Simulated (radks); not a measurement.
# Al⁺ in [Ne] 3s2: an all-electron calculation

The task here is to estimate one member of a computed series from the others.

Program: radks (a radial shooting solver on a logarithmic mesh, Libxc functionals) version 1. Level of theory: non-relativistic Kohn-Sham, TASK exchange with Perdew-Wang LDA correlation, spin-unpolarised, spherical densities, point nucleus. These are calculated values, not measurements, unless marked.

### What is computed

- element: aluminium (Z = 13)
- charge: +1
- electrons: 12
- configuration: [Ne] 3s2

Outer shells as boxes (Hund's rule):

Al⁺
```
[Ne] core
3s [↑↓]
```

The first run:

The run's settings:

```text
Z 13
configuration [Ne] 3s2
relativity non-relativistic
functional task,pw
spin unpolarised
nucleus point
```

Among the steps run: Self-consistent calculation.

One of the session's tables, all rows but one given; the rest of the session is left out.

It belongs to the step «Orbitals and density». Radial moments (bohr):

| level | <r> | outermost maximum (interpolated) | 90 % within | nodes |
| --- | --- | --- | --- | --- |
| 1s | ? | ? | ? | ? |
| 2s | 0.6260 | 0.498 | 0.989 | 1 |
| 2p | 0.5995 | 0.430 | 1.01 | 0 |
| 3s | 2.453 | 2.09 | 3.67 | 2 |

Q: Estimate the row for 1s from the others.

The run gave: <r>: 0.1208; outermost maximum (interpolated): 0.0787; 90 % within: 0.216; nodes: 0. In the column «<r>» it is the lowest.
